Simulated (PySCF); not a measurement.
**CAM-B3LYP/pcseg-0 (density fitting with cc-pvqz-jkfit) run of C6H12Cl4Si4 (SMILES Cl[Si@]12C[Si@]3(Cl)C[Si@](Cl)(C1)C[Si@](Cl)(C2)C3)**

What is the electrostatic solvation energy at fixed shape (IEF-PCM, aniline) of C6H12Cl4Si4 at CAM-B3LYP/pcseg-0 (density fitting with cc-pvqz-jkfit)? The job is set up through a Python script.

The results are computed with PySCF 2.14.0.

1 further run of the same task is left out (set aside as unsound or not needed).

## Step 1: The structure to begin with

C6H12Cl4Si4: 26 atoms, total charge 0, spin state singlet. SMILES: `Cl[Si@]12C[Si@]3(Cl)C[Si@](Cl)(C1)C[Si@](Cl)(C2)C3`. Geometry: relaxed at GFN2-xTB. This is one conformer, not always the lowest.

Some bond lengths: Cl1–Si2 2.037 Å, Si2–C3 1.902 Å, C3–Si4 1.902 Å, Si4–Cl5 2.037 Å, Si4–C6 1.902 Å, C6–Si7 1.902 Å, Si7–Cl8 2.037 Å, Si2–C9 1.902 Å, Si7–C9 1.902 Å, Si7–C10 1.902 Å, C10–Si11 1.902 Å, Si11–Cl12 2.037 Å, Si2–C13 1.902 Å, Si11–C13 1.902 Å, Si4–C14 1.902 Å, Si11–C14 1.902 Å. Some angles: Cl1–Si2–C3 110.4°, Cl1–Si2–C9 110.4°, Cl1–Si2–C13 110.3°, C3–Si2–C9 108.5°, C3–Si2–C13 108.6°, C9–Si2–C13 108.6°, Si2–C3–Si4 111.3°, C3–Si4–Cl5 110.4°, C3–Si4–C6 108.6°, C3–Si4–C14 108.6°.

## Step 2: A single-point energy at CAM-B3LYP/pcseg-0 (density fitting with cc-pvqz-jkfit)

Input file job.py:

```python
# Cl[Si@]12C[Si@]3(Cl)C[Si@](Cl)(C1)C[Si@](Cl)(C2)C3
from pyscf import gto, dft

system = gto.M(
    atom='''
Cl
Si 1 2.036651
C 2 1.902263 1 110.35713
Si 3 1.902334 2 111.26022 1 179.94575
Cl 4 2.036725 3 110.35704 2 -179.98576
C 4 1.902326 3 108.57194 2 58.95092
Si 6 1.902292 4 111.25001 3 -58.8695
Cl 7 2.036769 6 110.37174 4 179.93882
C 2 1.90231 3 108.53281 4 -58.97706
C 7 1.902323 6 108.51378 4 -59.00246
Si 10 1.902377 7 111.25455 6 58.98827
Cl 11 2.036657 10 110.36283 7 179.98401
C 11 1.902239 10 108.57018 7 58.89682
C 4 1.902276 6 108.5654 7 58.96945
H 3 1.088529 2 109.86731 9 62.93255
H 3 1.088488 15 105.9117 2 -118.65018
H 6 1.088522 7 109.89407 10 179.07907
H 6 1.088562 17 105.92645 4 -118.6376
H 9 1.088537 2 109.8738 3 -62.96955
H 9 1.088536 19 105.91996 2 118.64579
H 10 1.088569 7 109.89 6 -62.92485
H 10 1.08853 21 105.92489 11 -118.62205
H 13 1.088509 11 109.90285 10 179.10593
H 13 1.088511 23 105.90388 11 118.61874
H 14 1.088511 4 109.87693 6 179.22735
H 14 1.088541 25 105.89329 11 -118.67264
''',
    verbose=4,
    basis='pcseg-0',
    spin=0,
    max_memory=9920,
)

mf = dft.RKS(system, xc='cam-b3lyp')
mf = mf.density_fit(auxbasis='cc-pvqz-jkfit')
mf.kernel()

energy = mf.e_tot
print('E = %.10f Eh' % energy)
```

Started as:

```sh
$ OMP_NUM_THREADS=8 python job.py
```

Log:

```text
PySCF version 2.14.0

[INPUT] num. atoms = 26
[INPUT] num. electrons = 172
[INPUT] charge = 0
[INPUT] spin (= nelec alpha-beta = 2S) = 0
[INPUT] symmetry False subgroup None
[INPUT] Mole.unit = angstrom
[INPUT] Symbol           X                Y                Z      unit          X                Y                Z       unit  Magmom
[INPUT]  1 Cl     0.000000000000   0.000000000000   0.000000000000 AA    0.000000000000   0.000000000000   0.000000000000 Bohr   0.0
[INPUT]  2 Si     2.036651000000   0.000000000000   0.000000000000 AA    3.848712601322   0.000000000000   0.000000000000 Bohr   0.0
[INPUT]  3 C      2.698392474273   0.000000000000   1.783452478312 AA    5.099222752963   0.000000000000   3.370236740186 Bohr   0.0
[INPUT]  4 Si     4.600489428743  -0.001678623356   1.813435899988 AA    8.693665059281  -0.003172138410   3.426897195432 Bohr   0.0
[INPUT]  5 Cl     5.278818506689  -0.002122806988   3.733883293264 AA    9.975521238927  -0.004011523822   7.056016805357 Bohr   0.0
[INPUT]  6 C      5.222325824386   1.542367324134   0.892520149571 AA    9.868765541334   2.914651826092   1.686618643344 Bohr   0.0
[INPUT]  7 Si     4.601336047470   1.569600349341  -0.905352179759 AA    8.695264936807   2.966114785277  -1.710867666022 Bohr   0.0
[INPUT]  8 Cl     5.280281353152   3.232969570414  -1.864864590123 AA    9.978285618105   6.109427057135  -3.524083334731 Bohr   0.0
[INPUT]  9 C      2.699198107985   1.544785143509  -0.890760083409 AA    5.100745180036   2.919220842529  -1.683292600337 Bohr   0.0
[INPUT] 10 C      5.221573694198  -0.000353311419  -1.782497299436 AA    9.867344221269  -0.000667661819  -3.368431713711 Bohr   0.0
[INPUT] 11 Si     4.600137856184  -1.570731298172  -0.906843984430 AA    8.693000683432  -2.968251968828  -1.713686768282 Bohr   0.0
[INPUT] 12 Cl     5.278788145596  -3.233445090620  -1.867462725001 AA    9.975463864778  -6.110325660091  -3.528993098085 Bohr   0.0
[INPUT] 13 C      2.698136142260  -1.544139027298  -0.892860262492 AA    5.098738355662  -2.917999859845  -1.687261363617 Bohr   0.0
[INPUT] 14 C      5.219085722963  -1.546615036960   0.891934905483 AA    9.862642637028  -2.922678839988   1.685512692302 Bohr   0.0
[INPUT] 15 H      2.320518863000   0.869549303652   2.318233673065 AA    4.385145117956   1.643210035709   4.380826734838 Bohr   0.0
[INPUT] 16 H      2.319057973423  -0.868082627250   2.319497266437 AA    4.382384436759  -1.640438418995   4.383214580244 Bohr   0.0
[INPUT] 17 H      4.893120544287   2.440644345177   1.411752680819 AA    9.246657723185   4.612149379852   2.667825922367 Bohr   0.0
[INPUT] 18 H      6.310421370000   1.569878888310   0.908595761416 AA   11.924968119903   2.966641147642   1.716997147016 Bohr   0.0
[INPUT] 19 H      2.320871117678   2.442643080978  -0.405340045813 AA    4.385810782825   4.615926443111  -0.765981673906 Bohr   0.0
[INPUT] 20 H      2.320841599212   1.574943543207  -1.910979396347 AA    4.385755001008   2.976211958314  -3.611227688782 Bohr   0.0
[INPUT] 21 H      6.309648370268  -0.000919455801  -1.815294350170 AA   11.923507362116  -0.001737519647  -3.430409157291 Bohr   0.0
[INPUT] 22 H      4.891504664542   0.000127067303  -2.819778247780 AA    9.243604153017   0.000240122402  -5.328608620311 Bohr   0.0
[INPUT] 23 H      2.318522603764  -2.442650793046  -0.409722589273 AA    4.381372734728  -4.615941016809  -0.774263480774 Bohr   0.0
[INPUT] 24 H      2.320273942658  -1.571846097119  -1.913305593470 AA    4.384682285589  -2.970358633521  -3.615623564256 Bohr   0.0
[INPUT] 25 H      4.886138917501  -2.444399049164   1.409609020428 AA    9.233464360656  -4.619244742067   2.663774991326 Bohr   0.0
[INPUT] 26 H      6.307017097177  -1.577903646964   0.910585818782 AA   11.918534976613  -2.981805743714   1.720757810410 Bohr   0.0

nuclear repulsion = 2029.80627087173
number of shells = 40
number of NR pGTOs = 342
number of NR cGTOs = 182
basis = pcseg-0
ecp = {}

******** <class 'pyscf.df.df_jk.DFRKS'> ********
method = DFRKS
initial guess = minao
damping factor = 0
level_shift factor = 0
DIIS = <class 'pyscf.scf.diis.CDIIS'>
diis_start_cycle = 1
diis_space = 8
diis_damp = 0
SCF conv_tol = 1e-09
SCF conv_tol_grad = None
SCF max_cycles = 50
direct_scf = False
XC library pyscf.dft.libxc version 7.0.0
    S. Lehtola, C. Steigemann, M. J.T. Oliveira, and M. A.L. Marques.,  SoftwareX 7, 1–5 (2018)
XC functionals = cam-b3lyp
    T. Yanai, D. P. Tew, and N. C. Handy.,  Chem. Phys. Lett. 393, 51 (2004)
radial grids:
    Treutler-Ahlrichs [JCP 102, 346 (1995); DOI:10.1063/1.469408] (M4) radial grids

becke partition: Becke, JCP 88, 2547 (1988); DOI:10.1063/1.454033
pruning grids: <function nwchem_prune>
grids dens level: 3
symmetrized grids: False
atomic radii adjust function: <function treutler_atomic_radii_adjust>
small_rho_cutoff = 0
Set gradient conv threshold to 3.16228e-05
Initial guess from minao.
tot grids = 354648
******** <class 'pyscf.df.df.DF'> ********
auxbasis = cc-pvqz-jkfit
Create RSH-DF object <pyscf.df.df.DF object> for omega=0.33
******** <class 'pyscf.df.df.DF'> ********
auxbasis = auxmol.basis = cc-pvqz-jkfit
init E= -3232.54302443003
  HOMO = -0.339190366609437  LUMO = -0.040482726578527  gap/eV = 8.12825
cycle= 1 E= -3230.59226976657  delta_E= 1.95  |g|= 0.68  |ddm|= 5.96
  HOMO = -0.34921997864161  LUMO = -0.0283508199788924  gap/eV = 8.73129
cycle= 2 E= -3230.66048963749  delta_E= -0.0682  |g|= 0.519  |ddm|= 2.52
  HOMO = -0.364601931019812  LUMO = 0.0010760679397892  gap/eV = 9.95061
cycle= 3 E= -3230.73054349854  delta_E= -0.0701  |g|= 0.0317  |ddm|= 1.03
  HOMO = -0.364132804688916  LUMO = 0.00077905670895162  gap/eV = 9.92976
cycle= 4 E= -3230.7307856641  delta_E= -0.000242  |g|= 0.0187  |ddm|= 0.094
  HOMO = -0.3632972202991  LUMO = 0.00248149253201624  gap/eV = 9.95335
cycle= 5 E= -3230.73087837313  delta_E= -9.27e-05  |g|= 0.0038  |ddm|= 0.0359
  HOMO = -0.363568013035519  LUMO = 0.0022063684151874  gap/eV = 9.95323
cycle= 6 E= -3230.73088282955  delta_E= -4.46e-06  |g|= 0.000232  |ddm|= 0.00741
  HOMO = -0.363591207882405  LUMO = 0.00216734942793861  gap/eV = 9.95280
cycle= 7 E= -3230.73088286609  delta_E= -3.65e-08  |g|= 5.79e-05  |ddm|= 0.00115
  HOMO = -0.363585353054421  LUMO = 0.00218176598124886  gap/eV = 9.95303
cycle= 8 E= -3230.73088286776  delta_E= -1.67e-09  |g|= 1.34e-05  |ddm|= 0.000323
  HOMO = -0.363586921086787  LUMO = 0.00218013201672274  gap/eV = 9.95303
cycle= 9 E= -3230.73088286784  delta_E= -7.55e-11  |g|= 2.31e-06  |ddm|= 4.81e-05
  HOMO = -0.363586645737801  LUMO = 0.00218059045960528  gap/eV = 9.95303
Extra cycle  E= -3230.73088286783  delta_E= 1e-11  |g|= 1.08e-06  |ddm|= 9.26e-06
converged SCF energy = -3230.73088286783
E = -3230.7308828678 Eh
```

Wall time 10 s (8 threads of AMD EPYC 9R45 (Zen 5), shared host); peak memory 1.3 GiB.

## Step 3: A single-point energy at CAM-B3LYP/pcseg-0 (density fitting with cc-pvqz-jkfit, IEF-PCM aniline)

job.py, as its differences from that of step 2:

```diff
@@ -1,5 +1,4 @@
-# Cl[Si@]12C[Si@]3(Cl)C[Si@](Cl)(C1)C[Si@](Cl)(C2)C3
-from pyscf import gto, dft
+from pyscf import gto, dft, solvent
 
-system = gto.M(
+molecule = gto.M(
     atom='''
@@ -32,13 +31,16 @@
 ''',
+    max_memory=9920,
+    basis='pcseg-0',
     verbose=4,
-    basis='pcseg-0',
-    spin=0,
-    max_memory=9920,
 )
 
-mf = dft.RKS(system, xc='cam-b3lyp')
+mf = dft.RKS(molecule)
+mf.xc = 'cam-b3lyp'
 mf = mf.density_fit(auxbasis='cc-pvqz-jkfit')
+mf = mf.PCM()
+mf.with_solvent.method = 'IEF-PCM'
+mf.with_solvent.eps = 6.8882  # aniline
 mf.kernel()
 
-energy = mf.e_tot
-print('E = %.10f Eh' % energy)
+etot = mf.e_tot
+print('E(%s) = %.9f' % ('CAM-B3LYP', etot))
```

Started as:

```sh
$ OMP_NUM_THREADS=8 python job.py
```

Log:

```text
PySCF version 2.14.0

[INPUT] num. atoms = 26
[INPUT] num. electrons = 172
[INPUT] charge = 0
[INPUT] spin (= nelec alpha-beta = 2S) = 0
[INPUT] symmetry False subgroup None
[INPUT] Mole.unit = angstrom
[INPUT] Symbol           X                Y                Z      unit          X                Y                Z       unit  Magmom
[INPUT]  1 Cl     0.000000000000   0.000000000000   0.000000000000 AA    0.000000000000   0.000000000000   0.000000000000 Bohr   0.0
[INPUT]  2 Si     2.036651000000   0.000000000000   0.000000000000 AA    3.848712601322   0.000000000000   0.000000000000 Bohr   0.0
[INPUT]  3 C      2.698392474273   0.000000000000   1.783452478312 AA    5.099222752963   0.000000000000   3.370236740186 Bohr   0.0
[INPUT]  4 Si     4.600489428743  -0.001678623356   1.813435899988 AA    8.693665059281  -0.003172138410   3.426897195432 Bohr   0.0
[INPUT]  5 Cl     5.278818506689  -0.002122806988   3.733883293264 AA    9.975521238927  -0.004011523822   7.056016805357 Bohr   0.0
[INPUT]  6 C      5.222325824386   1.542367324134   0.892520149571 AA    9.868765541334   2.914651826092   1.686618643344 Bohr   0.0
[INPUT]  7 Si     4.601336047470   1.569600349341  -0.905352179759 AA    8.695264936807   2.966114785277  -1.710867666022 Bohr   0.0
[INPUT]  8 Cl     5.280281353152   3.232969570414  -1.864864590123 AA    9.978285618105   6.109427057135  -3.524083334731 Bohr   0.0
[INPUT]  9 C      2.699198107985   1.544785143509  -0.890760083409 AA    5.100745180036   2.919220842529  -1.683292600337 Bohr   0.0
[INPUT] 10 C      5.221573694198  -0.000353311419  -1.782497299436 AA    9.867344221269  -0.000667661819  -3.368431713711 Bohr   0.0
[INPUT] 11 Si     4.600137856184  -1.570731298172  -0.906843984430 AA    8.693000683432  -2.968251968828  -1.713686768282 Bohr   0.0
[INPUT] 12 Cl     5.278788145596  -3.233445090620  -1.867462725001 AA    9.975463864778  -6.110325660091  -3.528993098085 Bohr   0.0
[INPUT] 13 C      2.698136142260  -1.544139027298  -0.892860262492 AA    5.098738355662  -2.917999859845  -1.687261363617 Bohr   0.0
[INPUT] 14 C      5.219085722963  -1.546615036960   0.891934905483 AA    9.862642637028  -2.922678839988   1.685512692302 Bohr   0.0
[INPUT] 15 H      2.320518863000   0.869549303652   2.318233673065 AA    4.385145117956   1.643210035709   4.380826734838 Bohr   0.0
[INPUT] 16 H      2.319057973423  -0.868082627250   2.319497266437 AA    4.382384436759  -1.640438418995   4.383214580244 Bohr   0.0
[INPUT] 17 H      4.893120544287   2.440644345177   1.411752680819 AA    9.246657723185   4.612149379852   2.667825922367 Bohr   0.0
[INPUT] 18 H      6.310421370000   1.569878888310   0.908595761416 AA   11.924968119903   2.966641147642   1.716997147016 Bohr   0.0
[INPUT] 19 H      2.320871117678   2.442643080978  -0.405340045813 AA    4.385810782825   4.615926443111  -0.765981673906 Bohr   0.0
[INPUT] 20 H      2.320841599212   1.574943543207  -1.910979396347 AA    4.385755001008   2.976211958314  -3.611227688782 Bohr   0.0
[INPUT] 21 H      6.309648370268  -0.000919455801  -1.815294350170 AA   11.923507362116  -0.001737519647  -3.430409157291 Bohr   0.0
[INPUT] 22 H      4.891504664542   0.000127067303  -2.819778247780 AA    9.243604153017   0.000240122402  -5.328608620311 Bohr   0.0
[INPUT] 23 H      2.318522603764  -2.442650793046  -0.409722589273 AA    4.381372734728  -4.615941016809  -0.774263480774 Bohr   0.0
[INPUT] 24 H      2.320273942658  -1.571846097119  -1.913305593470 AA    4.384682285589  -2.970358633521  -3.615623564256 Bohr   0.0
[INPUT] 25 H      4.886138917501  -2.444399049164   1.409609020428 AA    9.233464360656  -4.619244742067   2.663774991326 Bohr   0.0
[INPUT] 26 H      6.307017097177  -1.577903646964   0.910585818782 AA   11.918534976613  -2.981805743714   1.720757810410 Bohr   0.0

nuclear repulsion = 2029.80627087173
number of shells = 40
number of NR pGTOs = 342
number of NR cGTOs = 182
basis = pcseg-0
ecp = {}

******** <class 'pyscf.solvent._attach_solvent.PCMDFRKS'> ********
method = PCMDFRKS
initial guess = minao
damping factor = 0
level_shift factor = 0
DIIS = <class 'pyscf.scf.diis.CDIIS'>
diis_start_cycle = 1
diis_space = 8
diis_damp = 0
SCF conv_tol = 1e-09
SCF conv_tol_grad = None
SCF max_cycles = 50
direct_scf = False
XC library pyscf.dft.libxc version 7.0.0
    S. Lehtola, C. Steigemann, M. J.T. Oliveira, and M. A.L. Marques.,  SoftwareX 7, 1–5 (2018)
XC functionals = cam-b3lyp
    T. Yanai, D. P. Tew, and N. C. Handy.,  Chem. Phys. Lett. 393, 51 (2004)
radial grids:
    Treutler-Ahlrichs [JCP 102, 346 (1995); DOI:10.1063/1.469408] (M4) radial grids

becke partition: Becke, JCP 88, 2547 (1988); DOI:10.1063/1.454033
pruning grids: <function nwchem_prune>
grids dens level: 3
symmetrized grids: False
atomic radii adjust function: <function treutler_atomic_radii_adjust>
small_rho_cutoff = 0
******** <class 'pyscf.solvent.pcm.PCM'> (In testing) ********

WARN: PCM is an experimental feature. It is still in testing.
Features and APIs may be changed in the future.

lebedev_order = 29 (302 grids per sphere)
eps = 6.8882
frozen = False
Set gradient conv threshold to 3.16228e-05
Initial guess from minao.
tot grids = 354648
******** <class 'pyscf.df.df.DF'> ********
auxbasis = cc-pvqz-jkfit
Create RSH-DF object <pyscf.df.df.DF object> for omega=0.33
******** <class 'pyscf.df.df.DF'> ********
auxbasis = auxmol.basis = cc-pvqz-jkfit
PCM E_diel = -0.00264073896213954
Solvent Energy = -0.00264073896213954
init E= -3232.54566516899
  HOMO = -0.316096862410994  LUMO = -0.0176061388844146  gap/eV = 8.12235
PCM E_diel = -0.0253971147492557
Solvent Energy = -0.0253971147492557
cycle= 1 E= -3230.61635471122  delta_E= 1.93  |g|= 0.665  |ddm|= 5.96
  HOMO = -0.341146212213334  LUMO = -0.00973329356036401  gap/eV = 9.01820
PCM E_diel = -0.00971126873187165
Solvent Energy = -0.00971126873187165
cycle= 2 E= -3230.68622211911  delta_E= -0.0699  |g|= 0.478  |ddm|= 2.14
  HOMO = -0.357220065093818  LUMO = 0.0103943666311224  gap/eV = 10.00330
PCM E_diel = -0.0146529448704438
Solvent Energy = -0.0146529448704438
cycle= 3 E= -3230.74380419862  delta_E= -0.0576  |g|= 0.0235  |ddm|= 0.812
  HOMO = -0.354876470051632  LUMO = 0.0130390545869661  gap/eV = 10.01149
PCM E_diel = -0.0146441979775145
Solvent Energy = -0.0146441979775145
cycle= 4 E= -3230.74400167862  delta_E= -0.000197  |g|= 0.00438  |ddm|= 0.0627
  HOMO = -0.355316190328548  LUMO = 0.0127051539658154  gap/eV = 10.01437
PCM E_diel = -0.0145733592008552
Solvent Energy = -0.0145733592008552
cycle= 5 E= -3230.74400718557  delta_E= -5.51e-06  |g|= 0.00251  |ddm|= 0.0124
  HOMO = -0.355217054690795  LUMO = 0.0128677160918962  gap/eV = 10.01610
PCM E_diel = -0.0146078319926461
Solvent Energy = -0.0146078319926461
cycle= 6 E= -3230.74400886758  delta_E= -1.68e-06  |g|= 0.000453  |ddm|= 0.00477
  HOMO = -0.355234781845469  LUMO = 0.0128394238319172  gap/eV = 10.01581
PCM E_diel = -0.014601387875492
Solvent Energy = -0.014601387875492
cycle= 7 E= -3230.74400893578  delta_E= -6.82e-08  |g|= 4.73e-05  |ddm|= 0.00107
  HOMO = -0.355237147706622  LUMO = 0.0128405574670249  gap/eV = 10.01590
PCM E_diel = -0.0146019344568416
Solvent Energy = -0.0146019344568416
cycle= 8 E= -3230.74400893692  delta_E= -1.14e-09  |g|= 8.68e-06  |ddm|= 0.000262
  HOMO = -0.355235903730885  LUMO = 0.0128428346063991  gap/eV = 10.01593
PCM E_diel = -0.0146019688952648
Solvent Energy = -0.0146019688952648
cycle= 9 E= -3230.74400893695  delta_E= -3e-11  |g|= 1.96e-06  |ddm|= 3.59e-05
  HOMO = -0.355236218294707  LUMO = 0.0128423545157841  gap/eV = 10.01593
PCM E_diel = -0.0146019370421907
Solvent Energy = -0.0146019370421907
Extra cycle  E= -3230.74400893694  delta_E= 2.73e-12  |g|= 1.12e-06  |ddm|= 8.26e-06
converged SCF energy = -3230.74400893694
E(CAM-B3LYP) = -3230.744008937
```

Wall time 22 s (8 threads of AMD EPYC 9R45 (Zen 5), shared host); peak memory 1.7 GiB.

## Step 4: What came out

At CAM-B3LYP/pcseg-0 (density fitting with cc-pvqz-jkfit):

| quantity | value |
| --- | --- |
| gas phase: total energy | -3230.73088 Eh |
| gas phase: dipole moment | 0.00 D |
| gas phase: HOMO energy | -9.89 eV |
| gas phase: LUMO energy | 0.06 eV |
| gas phase: HOMO–LUMO gap | 9.95 eV |
| IEF-PCM, aniline: total energy | -3230.74401 Eh |
| IEF-PCM, aniline: dipole moment | 0.00 D |
| IEF-PCM, aniline: HOMO energy | -9.67 eV |
| IEF-PCM, aniline: LUMO energy | 0.35 eV |
| IEF-PCM, aniline: HOMO–LUMO gap | 10.02 eV |
| IEF-PCM, aniline: solvent term in the energy | -38.3 kJ/mol |
| energy change from gas to solvent at fixed shape | -0.357 eV |

**Reading.** The solvent model (IEF-PCM, aniline) lowers the energy by 0.36 eV (−34.5 kJ/mol) at the same shape. It holds the electrostatic part alone, without cavity or dispersion terms. Mulliken charges (IEF-PCM, aniline) run from -1.39 on C3 to +1.62 on Si2; they depend strongly on the basis.
